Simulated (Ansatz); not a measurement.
**Cu, 1 atoms: making the run faster**

Wanted: the time that a single point at PBE takes for Cu, and which launch flags, input keys and shares of the machine shorten it.

Program: Ansatz 0.2.0 (single point, PBE, plane waves PAW). Host: Arm Neoverse N1, 56 cores, 56 hardware threads, 90 GiB; it was booked for these runs alone, one at a time. Each run is timed once from launch to exit, start-up included.

### 1 The system

The cell holds 1 atoms in 11 Å³.

### 2 Baseline

Contents of input.yaml:

```yaml
crystal:
  lattice:
    - [0.000000, 1.788715, 1.788715]
    - [1.788715, 0.000000, 1.788715]
    - [1.788715, 1.788715, 0.000000]
  atoms:
    - { symbol: Cu, position: [0.000000, 0.000000, 0.000000] }
kpoints:
  mp_grid: { grid: [11, 11, 11] }
hamiltonian:
  xc: pbe
  pseudopotentials: { azcp: { folder: soft_1 } }
scf:
  occupations: { method: fermi_dirac, width: 0.1 }
output: { forces: true, stress: true }
```

Started as:

```console
$ taskset -c 8-63 ansatz run input.yaml --backend cpu --max-ram 64GiB --events-out ev --progress --plain --runs-dir out
```

### 3 Change: x lda

input.yaml, as its differences from that of step 2:

```diff
@@ -10,3 +10,3 @@
 hamiltonian:
-  xc: pbe
+  xc: lda
   pseudopotentials: { azcp: { folder: soft_1 } }
```

### 4 Change: f 4

input.yaml, as its differences from that of step 3:

```diff
@@ -10,3 +10,3 @@
 hamiltonian:
-  xc: lda
+  xc: r2scan
   pseudopotentials: { azcp: { folder: soft_1 } }
```

### 5 Change: f 6

input.yaml, as its differences from that of step 4:

```diff
@@ -10,6 +10,7 @@
 hamiltonian:
-  xc: r2scan
-  pseudopotentials: { azcp: { folder: soft_1 } }
+  xc: pbe
+  pseudopotentials: { kind: paw_fr, azcp: { folder: soft_1 } }
+magnetization: { noncollinear: true, spin_orbit: true }
 scf:
   occupations: { method: fermi_dirac, width: 0.1 }
-output: { forces: true, stress: true }
+output: { eigenvalues: true }
```

### 6 Change: f 3

Contents of input.yaml:

```yaml
crystal:
  lattice:
    - [0.000000, 1.788715, 1.788715]
    - [1.788715, 0.000000, 1.788715]
    - [1.788715, 1.788715, 0.000000]
  atoms:
    - { symbol: Cu, position: [0.000000, 0.000000, 0.000000] }
kpoints:
  mp_grid: { grid: [11, 11, 11] }
  band_path: { path: [[0, 0, 0], [0.5, 0, 0], [0.5, 0.5, 0], [0, 0, 0], [0.5, 0.5, 0.5]], npoints: 15 }
hamiltonian:
  xc: pbe
  pseudopotentials: { azcp: { folder: soft_1 } }
scf:
  occupations: { method: fermi_dirac, width: 0.1 }
output: { eigenvalues: true, dos: {} }
```

### 7 Change: f 8

Contents of input.yaml:

```yaml
crystal:
  lattice:
    - [0.000000, 1.788715, 1.788715]
    - [1.788715, 0.000000, 1.788715]
    - [1.788715, 1.788715, 0.000000]
  atoms:
    - { symbol: Cu, position: [0.000000, 0.000000, 0.000000] }
kpoints:
  mp_grid: { grid: [11, 11, 11] }
hamiltonian:
  xc: pbe
  pseudopotentials: { kind: all_electron, lapw: {} }
scf:
  occupations: { method: fermi_dirac, width: 0.1 }
output: { forces: true, stress: true }
```

### 8 Change: f 150

input.yaml, as its differences from that of step 7:

```diff
@@ -10,4 +10,4 @@
 hamiltonian:
-  xc: pbe
-  pseudopotentials: { kind: all_electron, lapw: {} }
+  xc: hse06
+  pseudopotentials: { azcp: { folder: soft_1 } }
 scf:
```

### 9 Change: f 20

input.yaml, as its differences from that of step 8:

```diff
@@ -10,3 +10,3 @@
 hamiltonian:
-  xc: hse06
+  xc: pbe
   pseudopotentials: { azcp: { folder: soft_1 } }
@@ -14,2 +14,2 @@
   occupations: { method: fermi_dirac, width: 0.1 }
-output: { forces: true, stress: true }
+phonons: { method: dfpt, qpoints: [[0, 0, 0]] }
```

(Steps that only read results are left out.)

**Question.** How long do these runs take on this host, and what pays? Wanted: reference; best change; worst change.

**Answer**, as computed:

```
    quantity                    value
   reference     0.39 s on 56 threads
 best change    none beyond the noise
worst change  f 150: 19 times as slow
```

What this shows: Changes under about 77 % are taken as noise (0.3 s of jitter at start-up on so short a run). No change beats the defaults here. f 150 costs most. The figures hold for this build, input and host.
